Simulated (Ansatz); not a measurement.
**C2H4FNOSi: one species, many methods**

The task here is to estimate one member of a computed series from the others.

The runs use Ansatz 0.2.0, Gaussian basis; functionals in def2-TZVPP, the program's frozen cores in correlated methods.

Plan: PBE-D4, r2SCAN-D4, PBE0-D4, B3LYP-D4, ωB97X-V, ωB97M-V, B2PLYP; CCSD(T)/def2-TZVPP; MP2/def2-QZVPP; extrapolation to the limit.

### Structure used throughout

An earlier PBE0-D4 in a triple-zeta def2 set relaxation fixed the geometry.

10 atoms, charge 0, spin multiplicity 1.

Atoms are counted from 1 here; the program's logs count them from 0.

Bond lengths: N1–C2 1.153 Å, C2–O3 1.289 Å, O3–C4 1.434 Å, C4–F5 1.365 Å, C4–Si6 1.919 Å, C4–H7 1.095 Å, Si6–H8 1.480 Å, Si6–H9 1.481 Å, Si6–H10 1.482 Å. Angles: N1–C2–O3 177.9°, C2–O3–C4 115.8°, O3–C4–F5 108.2°, O3–C4–Si6 107.7°, O3–C4–H7 108.2°, F5–C4–Si6 110.8°, F5–C4–H7 107.4°, Si6–C4–H7 114.4°, C4–Si6–H8 108.0°, C4–Si6–H9 106.6°, C4–Si6–H10 107.7°, H8–Si6–H9 111.7°, H8–Si6–H10 111.7°, H9–Si6–H10 111.0°.

Coordinates:

```xyz
10
C2H4FNOSi
N    -1.5193    1.7912    2.5027
C    -1.2746    1.0829    1.6263
O    -1.0322    0.2609    0.6631
C     0.2332    0.4227    0.0083
F     0.1546    1.5147   -0.8065
Si    0.5677   -1.1661   -1.0143
H     0.9891    0.6371    0.7712
H    -0.5637   -1.3538   -1.9497
H     1.8425   -0.9446   -1.7352
H     0.6855   -2.2963   -0.0632
```

The first run:

in.yaml

```yaml
crystal:
  periodic: [false, false, false]
  atoms:
    - {symbol: N, position_ang: [-1.519283, 1.791212, 2.502732]}
    - {symbol: C, position_ang: [-1.274550, 1.082883, 1.626302]}
    - {symbol: O, position_ang: [-1.032203, 0.260923, 0.663108]}
    - {symbol: C, position_ang: [0.233211, 0.422654, 0.008341]}
    - {symbol: F, position_ang: [0.154633, 1.514708, -0.806462]}
    - {symbol: Si, position_ang: [0.567738, -1.166095, -1.014263]}
    - {symbol: H, position_ang: [0.989132, 0.637091, 0.771242]}
    - {symbol: H, position_ang: [-0.563716, -1.353814, -1.949678]}
    - {symbol: H, position_ang: [1.842516, -0.944602, -1.735211]}
    - {symbol: H, position_ang: [0.685521, -2.296259, -0.063211]}
basis:
  gaussian: {orbitals: def2-TZVPP}
hamiltonian: {xc: pbe, dispersion: d4}
output: {forces: true, orbitals: {seedname: orbitals}}
```

On the command line:

```
> ansatz run in.yaml --threads 4 --pin off --events-out ev --progress --plain --max-ram 10444MiB
```

Steps of the session up to this table: PBE-D4 (GGA); r2SCAN-D4 (meta-GGA); PBE0-D4 (hybrid); B3LYP-D4 (hybrid); ωB97X-V (range-separated); ωB97M-V (range-separated); B2PLYP (double hybrid); CCSD(T) in def2-TZVPP; MP2 in def2-QZVPP.

One table of the session follows, with a row left open; its other results are not shown here.

```
            method  atomisation energy (kJ/mol)
            PBE-D4                       3944.1
         r2SCAN-D4                       3805.5
           PBE0-D4                       3805.5
          B3LYP-D4                       3805.0
           ωB97X-V                       3825.4
           ωB97M-V                       3819.1
            B2PLYP                       3768.7
     HF/def2-TZVPP                       2538.2
    MP2/def2-TZVPP                       3794.4
   CCSD/def2-TZVPP                       3594.2
CCSD(T)/def2-TZVPP                       3678.0
           MP2/CBS                       3911.3
       CCSD(T)/CBS                            ?
```

Estimate the missing values for CCSD(T)/CBS.

**Answer.** atomisation energy (kJ/mol): 3795.0. In the column «atomisation energy (kJ/mol)» it lies between MP2/def2-TZVPP (3794.4) and B3LYP-D4 (3805.0).
